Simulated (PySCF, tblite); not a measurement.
# C4H5BrSSi: geometry, infrared bands and NMR shifts

Wanted: the infrared bands and NMR shifts of C4H5BrSSi (`CC(=S)C#C[SiH2]Br`), by calculation.

Computed with tblite 0.8.0 and PySCF 2.14.0, with density-fitted response routines of our own, on a single molecule in the gas phase. Atoms count from 0, in the outputs and in this text.

## 1. The starting structure

12 atoms, charge 0, multiplicity 1; geometry from: force field or distance geometry start.

Bonds of the start (Å): C0–C1 1.49, C1–S2 1.66, C1–C3 1.45, C3–C4 1.20, C4–Si5 1.86, Si5–Br6 2.22, C0–H7 1.10, C0–H8 1.10, C0–H9 1.10, Si5–H10 1.49, Si5–H11 1.48.

## 2. Relaxing the molecule with GFN2-xTB

The job: settings as JSON, then the geometry in Å.

```
{"job": {"kind": "relax", "xc": "GFN2-xTB", "basis": "xTB"}, "charge": 0, "multiplicity": 1}
C     -2.330000     0.886600     0.315700
C     -1.627700    -0.234800    -0.367500
S     -2.366900    -1.421500    -1.256100
C     -0.197200    -0.350300    -0.187400
C      0.991100    -0.452600    -0.018600
Si     2.831600    -0.609700     0.199700
Br     3.521700     1.092700     1.445800
H     -1.738500     1.810600     0.247300
H     -2.470700     0.645000     1.376600
H     -3.322900     1.072300    -0.128900
H      3.175400    -1.879600     0.891600
H      3.535300    -0.559400    -1.102800
```

Started as:

```
OMP_NUM_THREADS=1 python probes_run.py task.json out
```

The driver reads the jobs from task.json and runs them one after another.

**Question.** This job is followed by: GFN2-xTB harmonic vibrations, gas phase; GIAO PBE0/pcSseg-1 NMR shielding, non-relativistic, gas phase. Predict these results of the whole session: strongest single infrared mode (GFN2-xTB); zero-point energy (GFN2-xTB); 13C shifts against TMS (PBE0/pcSseg-1); 1H shifts against TMS (PBE0/pcSseg-1, means over atoms taken as alike); 33S shifts against CS2 (PBE0/pcSseg-1); 29Si shifts against TMS (PBE0/pcSseg-1); 79Br shifts against HBr (PBE0/pcSseg-1); surface potential, 1st and 99th percentile.

The runs gave:

```
                                                              quantity                          value
                             strongest single infrared mode (GFN2-xTB)           708 cm⁻¹, 639 km/mol
                                          zero-point energy (GFN2-xTB)                  44.4 kcal/mol
                                13C shifts against TMS (PBE0/pcSseg-1)  244.1, 115.9, 111.3, 45.9 ppm
1H shifts against TMS (PBE0/pcSseg-1, means over atoms taken as alike)                 5.63, 3.28 ppm
                                33S shifts against CS2 (PBE0/pcSseg-1)                       1276 ppm
                               29Si shifts against TMS (PBE0/pcSseg-1)                      -44.5 ppm
                               79Br shifts against HBr (PBE0/pcSseg-1)                        -88 ppm
                                 surface potential, 1st and 99th percentile             -0.90 V and 1.62 V
```

In words: Relaxing lowered the energy by 0.113 eV in 78 steps; the close pair that moved most is C1–C3, from 1.446 to 1.400 Å. No mode is imaginary among the 30: a minimum at this level. The strongest single mode, at 708 cm⁻¹, moves mainly H10 and H11. Unscaled tight-binding wavenumbers are off by several per cent, some by more. Its intensities can rank the bands wrongly. The most deshielded carbon is C1 (thiocarbonyl carbon), at 244.1 ppm: the small n→π* gap of C=S deshields it strongly. At PBE0/pcSseg-1: The largest span, 2897 ppm, is at S2, where the paramagnetic term is -1828 ppm. By nearest atom (PBE0/pcSseg-1), the HOMO sits on S2 83 % and the LUMO on S2 36 %; C1 28 %. Spin-orbit coupling is left out, which matters for shieldings and couplings at and beside the heavy atoms.
